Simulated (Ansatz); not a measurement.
# CCl₃NOSn: how energies converge with the basis set

An exercise on one series of results from a longer session: the logs are not shown, and one member is left open.

Method: one geometry, several basis sets; program: Ansatz 0.2.0, Gaussian basis.

Plan: PBE0-D4/def2-SVP; ωB97M-V/def2-SVP; PBE0-D4/def2-QZVPP; ωB97M-V/def2-QZVPP; the functionals' def2-TZVPP values are taken from earlier runs.

### The relaxed structure

All runs share one geometry, relaxed beforehand with PBE0-D4 in a triple-zeta def2 set. Sn takes the def2 core potential; no spin-orbit term is included.

7 atoms, charge 0, spin multiplicity 1.

Atoms are counted from 1 here; the program's logs count them from 0.

Bond lengths: O1–C2 1.160 Å, C2–N3 1.209 Å, N3–Sn4 1.984 Å, Sn4–Cl5 2.280 Å, Sn4–Cl6 2.289 Å, Sn4–Cl7 2.289 Å. Angles: O1–C2–N3 175.8°, C2–N3–Sn4 133.8°, N3–Sn4–Cl5 107.1°, N3–Sn4–Cl6 109.8°, N3–Sn4–Cl7 109.8°, Cl5–Sn4–Cl6 110.2°, Cl5–Sn4–Cl7 110.2°, Cl6–Sn4–Cl7 109.7°.

As a file:

```
atom    x (Å)    y (Å)    z (Å)
  O1   1.0413  -2.3701   1.6711
  C2   0.9859  -1.4530   0.9624
  N3   1.0167  -0.5040   0.2145
 Sn4  -0.3672   0.7174  -0.5137
 Cl5   0.7090   2.2500  -1.8137
 Cl6  -1.4594   1.7638   1.2040
 Cl7  -1.8650  -0.4721  -1.7704
```

Set-up of the first run:

The input, in.yaml:

```yaml
crystal:
  periodic: [false, false, false]
  atoms:
    - {symbol: O, position_ang: [1.041269, -2.370114, 1.671116]}
    - {symbol: C, position_ang: [0.985925, -1.453029, 0.962372]}
    - {symbol: N, position_ang: [1.016748, -0.503996, 0.214504]}
    - {symbol: Sn, position_ang: [-0.367189, 0.717430, -0.513710]}
    - {symbol: Cl, position_ang: [0.708974, 2.250002, -1.813743]}
    - {symbol: Cl, position_ang: [-1.459372, 1.763775, 1.204022]}
    - {symbol: Cl, position_ang: [-1.864954, -0.472067, -1.770360]}
basis:
  gaussian: {orbitals: def2-SVP}
hamiltonian: {xc: pbe0, dispersion: d4}
output: {orbitals: {seedname: orbitals}}
```

On the command line:

```
ansatz run in.yaml --threads 4 --pin off --events-out ev --progress --plain --max-ram 11315MiB
```

Steps of the session up to this table: PBE0-D4 in def2-SVP; ωB97M-V in def2-SVP; PBE0-D4 in def2-QZVPP; ωB97M-V in def2-QZVPP.

One table of the session follows, with a row left open; its other results are not shown here.

It belongs to the step «Functionals by basis». 

| functional | basis | HOMO (eV) | LUMO (eV) |
| --- | --- | --- | --- |
| PBE0-D4 | def2-SVP | -9.22 | -2.93 |
| PBE0-D4 | def2-TZVPP | -9.30 | -3.03 |
| PBE0-D4 | def2-QZVPP | -9.32 | -3.06 |
| ωB97M-V | def2-SVP | ? | ? |
| ωB97M-V | def2-TZVPP | -11.55 | -0.94 |
| ωB97M-V | def2-QZVPP | -11.58 | -1.02 |

Estimate the missing values for ωB97M-V, def2-SVP.

As computed: HOMO (eV): -11.41; LUMO (eV): -0.73. In the column «HOMO (eV)» it lies between ωB97M-V, def2-TZVPP (-11.55) and PBE0-D4, def2-QZVPP (-9.32).
